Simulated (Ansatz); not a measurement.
# MnO2 (Fd-3m) in Ansatz: equation of state

Aim: energy against volume of MnO2 in PBEsol, for its equilibrium volume and stiffness.

All numbers are computed with Ansatz 0.2.0; they aren't measurements. Logs are shortened: lines on timing, memory, paths and dates and some standing lists are left out, and cuts for length are marked.

### 1 The structure

It takes space group Fd-3m (No. 227, cubic). Conventional cell: a = 8.040 Å, b = 8.040 Å, c = 8.040 Å, α = 90.00°, β = 90.00°, γ = 90.00°. Mn (site symmetry -3m) is surrounded by 6 O at 1.90 Å. Around O (site symmetry 3m) lie 3 Mn at 1.90 Å.

The cell is a database's computed one.

### 2 Single point, PBEsol, collinear spin, ferromagnetic start, 10.18 Å³/atom (volume scaled by 0.94)

Contents of input.yaml:

```yaml
crystal:
  lattice:
    - [0.0, 3.9379288162, 3.9379288162]
    - [3.9379288162, 0.0, 3.9379288162]
    - [3.9379288162, 3.9379288162, 0.0]
  atoms:
    - { symbol: Mn, position: [0.125, 0.125, 0.125], spin: 4.0 }
    - { symbol: Mn, position: [0.125, 0.125, 0.625], spin: 4.0 }
    - { symbol: Mn, position: [0.625, 0.125, 0.125], spin: 4.0 }
    - { symbol: Mn, position: [0.125, 0.625, 0.125], spin: 4.0 }
    - { symbol: O, position: [0.3609537633, 0.3609537633, 0.3609537633] }
    - { symbol: O, position: [0.3609537633, 0.3609537633, 0.91713871] }
    - { symbol: O, position: [0.91713871, 0.3609537633, 0.3609537633] }
    - { symbol: O, position: [0.3609537633, 0.91713871, 0.3609537633] }
    - { symbol: O, position: [0.8890462367, 0.8890462367, 0.33286129] }
    - { symbol: O, position: [0.8890462367, 0.8890462367, 0.8890462367] }
    - { symbol: O, position: [0.8890462367, 0.33286129, 0.8890462367] }
    - { symbol: O, position: [0.33286129, 0.8890462367, 0.8890462367] }
hamiltonian:
  xc: pbesol
  pseudopotentials: { kind: paw }
magnetization:
  spin_polarized: true
kpoints:
  mp_grid: { grid: [6, 6, 6] }
scf:
  occupations: { method: fermi_dirac, width: 0.05 }
output:
  forces: true
  stress: true
  eigenvalues: true
```

Potentials or basis: Ansatz PAW.

The run is started by

```bash
ansatz run input.yaml --threads 4 --pin off --max-ram 11264MiB --backend cpu --events-out ev --progress --plain --runs-dir out
```

Output:

```text
Warning: RAYON_NUM_THREADS=4 ignored (pool sized by the plan → 4); use --threads N
Engine: ansatz 0.2.0, aarch64-unknown-linux-gnu
Pseudopotentials: kind: paw
Pseudopotential: Mn, paw, valence charge 15, recommended cutoff 420 eV (normal), Mn.paw.azcp
Pseudopotential: O, paw, valence charge 6, recommended cutoff 420 eV (normal), O.paw.azcp
Functional definition: PBEsol
  exchange = pbesol_x
  correlation = pbesol_c
Crystal: 12 atoms, lattice volume = 122.133 Å³
Basis set: ecut = 420 eV, 2421 PW (Γ), exchange–correlation on 80×80×80 points (8 copies of the dense FFT grid, shifted against one another)
Bands: 75, of which v1, the nominal top of the filled ones, is band 54 counted from 1 (53 counted from 0)
Symmetry: 48 space group operations
Space group: Fd-3m (ITA 227), of the structure as read, at distance tolerance 5.0e-5 Å
Magnetic group: BNS 227.128 (UNI 1630), of the structure as read, at distance tolerance 5.0e-5 Å
k-points: 16 of 216
Non-local potential: Mn, projectors of the file, l = 0: 3, l = 1: 2, l = 2: 3, l = 3: 1
Non-local potential: O, projectors of the file, l = 0: 2, l = 1: 2, l = 2: 1
PAW form: soft (Blöchl's): semilocal exchange-correlation on the pseudo side does not see the compensation charge
PAW frozen core: Mn, regenerated for the run's functional, and the local potential with it (the file was generated under x = pbe(κ = 0.804, μ = 0.2195149727645171), c = pbe(β = 0.06672455060314922))
PAW frozen core: O, regenerated for the run's functional, and the local potential with it (the file was generated under x = pbe(κ = 0.804, μ = 0.2195149727645171), c = pbe(β = 0.06672455060314922))
PAW one-centre angular grid: Mn, 590 points (default); XC on 64 Gauss nodes
PAW one-centre angular grid: O, 110 points (default); XC on 64 Gauss nodes
Initial density: superposition of atomic densities (chi_scale 0.1, normalization cell, long waves kept (reshape's long-wave potential 0.12 eV rms))
Starting moments: Σ|m| = 16 μB on 4 of 12 sites
Initial wavefunctions: pseudopotential atomic-orbital guess
Functional: x = pbesol(κ = 0.804, μ = 0.12345679012345678), c = pbesol(β = 0.046)
SCF iter   1: F=—  HF=-19960.164513 eV  |F-HF|=—  |Δ(HF+E_count)|=         —  Δρ=7.72e-2 (↑4.84e-2 ↓7.72e-2)  dr2=1.05e1  dr2_m=2.67e0  M=11.985 μB ∫|m|=12.268 μB  β_m=0.30  ethr=3.10e-3  ⟨swp⟩=6.6  Hψ=9438  notcnv=0  defer=4
Mixer restart at iter 1: flushing history
preconditioner: auto → Resta (q_TF=auto, 2.673 Å⁻¹)  ε∞=6.5  [insulator: Δε(μ)=0.203 eV  Ē_g=12.472 eV  σ=0.050 eV  W_gap=0.56  n_scr=50 (ndim 8)  ℏωp=29.3 eV  f_vac=0.078  D(μ)=0.23/eV (n_scr^D=0)  ε∞_Penn≈6.5]
spin=Collinear: Resta preconditioning applied to the charge; magnetization (m = ρ↑ − ρ↓) channel mixes plain (no charge-response kernel on spin).
SCF iter   2: F=—  HF=-19960.884249 eV  |F-HF|=—  |Δ(HF+E_count)|=   7.20e-1  Δρ=5.03e-2 (↑3.92e-2 ↓5.03e-2)  dr2=4.38e0  dr2_m=1.60e0  M=11.986 μB ∫|m|=12.164 μB  β_m=0.58  ethr=3.10e-3  ⟨swp⟩=3.1  Hψ=4441  notcnv=0  defer=277
SCF iter   3: F=—  HF=-19961.134487 eV  |F-HF|=—  |Δ(HF+E_count)|=   2.50e-1  Δρ=2.37e-2 (↑8.91e-3 ↓2.37e-2)  dr2=1.82e0  dr2_m=9.24e-2  M=11.973 μB ∫|m|=12.047 μB  β_m=0.56  ethr=3.10e-3  ⟨swp⟩=2.5  Hψ=3789  notcnv=0  defer=277
SCF iter   4: F=—  HF=-19960.987499 eV  |F-HF|=—  |Δ(HF+E_count)|=   1.47e-1  Δρ=7.57e-3 (↑7.57e-3 ↓4.34e-3)  dr2=1.22e-1  dr2_m=1.23e-2  M=11.972 μB ∫|m|=12.038 μB  β_m=0.78  ethr=1.69e-3  ⟨swp⟩=3.2  Hψ=4216  notcnv=0  defer=275
SCF iter   5: F=—  HF=-19961.033676 eV  |F-HF|=—  |Δ(HF+E_count)|=   4.62e-2  Δρ=2.65e-3 (↑1.45e-3 ↓2.65e-3)  dr2=1.80e-2  dr2_m=7.57e-4  M=11.976 μB ∫|m|=12.044 μB  β_m=0.89  ethr=1.13e-4  ⟨swp⟩=2.8  Hψ=4144  notcnv=0  defer=285
SCF iter   6: F=—  HF=-19961.046689 eV  |F-HF|=—  |Δ(HF+E_count)|=   1.30e-2  Δρ=6.98e-4 (↑6.98e-4 ↓4.67e-4)  dr2=1.75e-3  dr2_m=1.14e-4  M=11.978 μB ∫|m|=12.047 μB  β_m=0.95  ethr=1.67e-5  ⟨swp⟩=2.0  Hψ=4233  notcnv=0  defer=285
SCF iter   7: F=—  HF=-19961.048284 eV  |F-HF|=—  |Δ(HF+E_count)|=   1.59e-3  Δρ=3.01e-4 (↑2.44e-4 ↓3.01e-4)  dr2=3.36e-4  dr2_m=1.05e-5  M=11.978 μB ∫|m|=12.047 μB  β_m=0.92  ethr=1.62e-6  ⟨swp⟩=2.0  Hψ=3564  notcnv=0  defer=285
SCF iter   8: F=—  HF=-19961.048418 eV  |F-HF|=—  |Δ(HF+E_count)|=   1.34e-4  Δρ=1.10e-4 (↑1.10e-4 ↓6.82e-5)  dr2=3.74e-5  dr2_m=8.57e-7  M=11.978 μB ∫|m|=12.047 μB  β_m=0.96  ethr=3.11e-7  ⟨swp⟩=2.0  Hψ=3327  notcnv=0  defer=285
SCF iter   9: F=—  HF=-19961.048473 eV  |F-HF|=—  |Δ(HF+E_count)|=   5.51e-5  Δρ=2.05e-5 (↑1.21e-5 ↓2.05e-5)  dr2=1.03e-6  dr2_m=3.51e-8  M=11.978 μB ∫|m|=12.047 μB  β_m=0.98  ethr=3.47e-8  ⟨swp⟩=2.0  Hψ=3481  notcnv=0  defer=285
SCF iter  10: F=—  HF=-19961.048474 eV  |F-HF|=—  |Δ(HF+E_count)|=   8.94e-7  Δρ=9.77e-6 (↑9.77e-6 ↓6.36e-6)  dr2=2.26e-7  dr2_m=4.14e-9  M=11.978 μB ∫|m|=12.047 μB  β_m=0.94  ethr=9.57e-10  ⟨swp⟩=2.1  Hψ=3486  notcnv=0  defer=285
SCF iter  11: F=—  HF=-19961.048474 eV  |F-HF|=—  |Δ(HF+E_count)|=   7.86e-9  Δρ=5.39e-6 (↑5.39e-6 ↓5.33e-6)  dr2=1.26e-7  dr2_m=4.26e-10  M=11.978 μB ∫|m|=12.047 μB  β_m=0.83  ethr=2.09e-10  ⟨swp⟩=2.1  Hψ=3998  notcnv=0  defer=285
SCF iter  12: F=—  HF=-19961.048474 eV  |F-HF|=—  |Δ(HF+E_count)|=   7.84e-9  Δρ=2.00e-6 (↑1.86e-6 ↓2.00e-6)  dr2=1.63e-8  dr2_m=5.89e-11  M=11.978 μB ∫|m|=12.047 μB  β_m=0.91  ethr=1.16e-10  ⟨swp⟩=1.6  Hψ=2545  notcnv=0  defer=285
SCF iter  13: F=-19961.048474 eV  HF=-19961.048474 eV  |F-HF|=1.82e-11  |Δ(HF+E_count)|=  9.79e-10  Δρ=2.13e-7 (↑2.06e-7 ↓2.13e-7)  dr2=1.62e-10  dr2_m=1.23e-12  M=11.978 μB ∫|m|=12.047 μB  ethr=1.51e-11  ⟨swp⟩=10.6  Hψ=9791  notcnv=0
SCF 1 converged in 13 iterations: F = -19961.048474 eV  dr2 = 1.62e-10
WARN: an SCF from antiferromagnetic starting moments (4.00, -4.00, -4.00, 4.00, 0.00, 0.00, 0.00, 0.00, 0.00, 0.00, 0.00, 0.00 Bohr magnetons, atom by atom) was not made, by what the run has read of turns of its moments that order reads lower: the deck asks for what bars it, or types moments that do (magnetization.spin_polarized, in the input reference, names some of the keys), or the run goes by scf.lower_state_search: light, the default, which as a rule tries one only behind a close that has lost an order of both signs, or on which an open d or half-filled 4f shell of a PAW file has lost a moment that was set nearer to Hund's than to what is left; or, under a Hubbard U, one that names an f shell that the input leaves bare beside given moments, or a larger moment for a shell of low spin that is given one. standard, with a start from the atoms, tries one behind each close (in a relaxation, ahead of its steps or at their end). To set out from that order, type those moments (crystal.atoms[].spin; where shells were raised to Hund's moment, beside crystal.symmetry.detect: false) under scf.lower_state_search: light. The bands of the close that named these starting moments, or of the one ahead of a search that led to it (under cold or Methfessel-Paxton smearing those of the Gaussian ahead of it) read a cost of -58.81 meV for the turn to them, carried on from a small turn (-58.81 by the pairs of d shells alone)
SCF converged after 13 iterations
Magnetization: 11.9778 μB (59.9889 up, 48.0111 down)
Absolute magnetization: 12.0474 μB (∫|ρ↑−ρ↓|, with the PAW one-centre terms)
Spin contamination: 0.1082 ħ² per cell (⟨S²⟩ above its minimum at these occupations)
Per-site moments (μB) at R_I (Å): [(2.3981648233187167, 0.7692762630503949), (2.3981648233187127, 0.7692762630503949), (2.398164823318716, 0.7692762630503949), (2.3981648233187145, 0.7692762630503949), (0.08434633044710856, 0.7692762630503952), (0.08434633044710838, 0.7692762630503952), (0.08434633044710844, 0.7692762630503952), (0.08434633044710853, 0.7692762630503952), (0.08434633044710849, 0.7692762630503949), (0.0843463304471083, 0.7692762630503949), (0.08434633044710835, 0.7692762630503949), (0.08434633044710838, 0.7692762630503949)]
Free energy (F): -19961.048474 eV
Harris-Foulkes:  -19961.048474 eV  (|F-HF|=1.82e-11)
Internal energy: -19961.044167 eV  (E = F + TS)
E sigma→0 (E₀):  -19961.046321 eV
Entropy (-TS):   -0.004307 eV (-0.359 meV/atom)
Fermi energy:    8.843637 eV
--- Per-component energies (eV) ---
  E_band       = -1363.144224
  E_kinetic    = 2609.528461
  E_local      = -14064.296279  (includes V_loc(G=0)·N_el)
  E_nonlocal   = 1342.404105
  E_hartree    = 5756.930279
  E_xc         = -1036.270933
  E_vxc        = -1330.908612  (∫ρ·V_xc dr)
  E_paw        = -6277.857982  (= ΣΔE_a)
  E_vpaw       = -1433.750072  (= ΣTr[D̂ρ^β])
  E_aug_tail   = 0.018880  (compensation charges beyond the density's cutoff)
  E_ewald      = -8292.461603
  E_core_change = 0.960904  (= ΣΔE_core)
  E_smearing   = -0.004307  (= −TS)
  E_closure    = -0.000000  (closes the sum)
  Σ components = -19961.048474   (vs F -19961.048474, Δ=0.00e0)
--- Forces (eV/Å), atoms counted from 1 ---
  atom   1  Mn     0.00000000    -0.00000000     0.00000000
  atom   2  Mn     0.00000000    -0.00000000    -0.00000000
  atom   3  Mn     0.00000000    -0.00000000    -0.00000000
  atom   4  Mn     0.00000000    -0.00000000    -0.00000000
  atom   5  O      0.46578464     0.46578464     0.46578464
  atom   6  O     -0.46578464    -0.46578464     0.46578464
  atom   7  O      0.46578464    -0.46578464    -0.46578464
  atom   8  O     -0.46578464     0.46578464    -0.46578464
  atom   9  O      0.46578464     0.46578464    -0.46578464
  atom  10  O     -0.46578464    -0.46578464    -0.46578464
  atom  11  O      0.46578464    -0.46578464     0.46578464
  atom  12  O     -0.46578464     0.46578464     0.46578464
  max |Σ_I F_I| component: 3.33e-16 eV/Å
--- Stress (GPa, compression-positive) ---
       11.733746       0.000000       0.000000
       -0.000000      11.733746      -0.000000
        0.000000       0.000000      11.733746
  P = ⅓ Tr σ = 11.7337 GPa (117.337 kbar)
--- Band table (eV; the first three rows and the last of 32) ---
  k-point 0 ↑: bands = ["-72.4386", "-72.4111", "-72.4111", "-72.4111", "-41.4852", "-41.3409", "-41.3409", "-41.3409", "-41.2768", "-41.2768", "-41.2049", "-41.2049", "-41.2049", "-41.2040", "-41.2040", "-41.2040", "-11.3154", "-9.5134", "-9.4931", "-9.4931", "-9.4931", "-8.9150", "-8.9150", "-8.9150", "1.0094", "1.6082", "1.6082", "1.6082", "2.3300", "2.3300", "3.3650", "3.3650", "3.3806", "3.3806", "3.3806", "3.8758", "4.8204", "4.8204", "4.8204", "5.9690", "5.9690", "5.9690", "5.9724", "5.9724", "6.1657", "6.1657", "6.1657", "7.1782", "7.1782", "7.1782", "7.2394", "7.2394", "7.2394", "7.4993", "7.4993", "7.4993", "7.9897", "7.9897", "7.9897", "8.4762", "11.4865", "11.4865", "11.4865", "11.8971", "11.8971", "11.8971", "12.0231", "12.0231", "16.2865", "19.4649", "19.4649", "19.4649", "20.9921", "21.3001", "21.3001"]
  k-point 1 ↑: bands = ["-72.4372", "-72.4124", "-72.4111", "-72.4111", "-41.4744", "-41.3387", "-41.3359", "-41.3359", "-41.2750", "-41.2750", "-41.2183", "-41.2112", "-41.2112", "-41.2047", "-41.2047", "-41.2040", "-11.2318", "-9.6561", "-9.4684", "-9.4684", "-9.4259", "-8.9633", "-8.9436", "-8.9436", "1.1587", "1.7342", "1.7342", "1.8218", "2.3565", "2.3565", "3.2214", "3.2214", "3.3469", "3.4091", "3.4091", "3.7626", "4.7744", "4.8912", "4.8912", "5.3565", "5.3565", "5.6808", "5.9339", "5.9339", "6.2412", "6.5112", "6.5112", "6.8192", "7.1841", "7.1841", "7.2394", "7.3872", "7.3872", "7.6333", "7.6333", "7.6447", "8.0383", "8.0383", "8.1549", "8.5094", "11.4090", "11.4090", "11.4188", "11.7584", "11.7584", "11.8325", "11.9525", "11.9525", "16.6382", "19.4385", "19.7980", "19.7980", "20.9052", "21.4099", "21.4099"]
  k-point 2 ↑: bands = ["-72.4339", "-72.4158", "-72.4111", "-72.4111", "-41.4503", "-41.3299", "-41.3251", "-41.3251", "-41.2679", "-41.2679", "-41.2520", "-41.2292", "-41.2292", "-41.2047", "-41.2047", "-41.2040", "-11.0201", "-9.9021", "-9.4088", "-9.4088", "-9.3887", "-9.0445", "-9.0108", "-9.0108", "1.5237", "2.0398", "2.0398", "2.3770", "2.4280", "2.4280", "2.9656", "2.9656", "3.2832", "3.4001", "3.4993", "3.4993", "4.4344", "4.4344", "4.6167", "5.2086", "5.2634", "5.2634", "5.7065", "5.7065", "6.2504", "6.3913", "6.7129", "6.7129", "7.2393", "7.2855", "7.2855", "7.5674", "7.5674", "7.8888", "7.8888", "7.8946", "8.1701", "8.1701", "8.2938", "8.5717", "11.2458", "11.2458", "11.2881", "11.3964", "11.3964", "11.7005", "11.8926", "11.8926", "17.4998", "19.1595", "20.5111", "20.5111", "21.3134", "21.7566", "21.7566"]
  k-point 15 ↓: bands = ["-69.3433", "-69.3433", "-69.3278", "-69.3278", "-38.4881", "-38.4881", "-38.3595", "-38.3595", "-38.2332", "-38.2332", "-38.2093", "-38.2093", "-38.1834", "-38.1834", "-38.1633", "-38.1633", "-10.2228", "-10.2228", "-9.1310", "-9.1310", "-8.9893", "-8.9893", "-8.9168", "-8.9168", "2.9904", "2.9904", "3.2595", "3.2595", "3.4733", "3.4733", "3.5653", "3.5653", "4.0237", "4.0237", "4.4249", "4.4249", "4.5925", "4.5925", "5.0483", "5.0483", "5.7639", "5.7639", "6.4391", "6.4391", "6.8617", "6.8617", "7.0937", "7.0937", "10.0755", "10.0755", "10.2291", "10.2291", "10.4864", "10.4864", "10.7706", "10.7706", "10.9668", "10.9668", "11.0754", "11.0754", "12.3488", "12.3488", "12.6236", "12.6236", "12.8393", "12.8393", "13.0309", "13.0309", "19.8264", "19.8264", "20.6584", "20.6584", "22.4327", "22.4327", "23.5920"]
```

Run time: 14 s. Hardware: 4 threads of Arm Neoverse V1, shared host; peak memory 0.66 GiB.

Results:

```
Free energy            : -19961.0485 eV
Pressure               : 11.7 GPa
Largest force          : 0.807 eV/Å
Band gap on the k mesh : none (metal or under the smearing width)
Net moment             : 11.98 μB per cell
Absolute moment        : 12.05 μB per cell
Site moments           : Mn +2.40; O +0.08 μB
```

Caveat: the magnetic or orbital state may not be the lowest; the pressure holds a Pulay correction of +0.9 GPa for the finite cutoff; semilocal functionals often make such compounds metallic where correlation or magnetic order opens a gap, which also shifts bond lengths; only a ferromagnetic start was run, and an antiferromagnetic order may lie lower in energy; the PAW data sets come from PBE, with cores solved anew for the run's functional, which leaves a small shift of forces and pressure.

(Continued in part 2 of 2.)
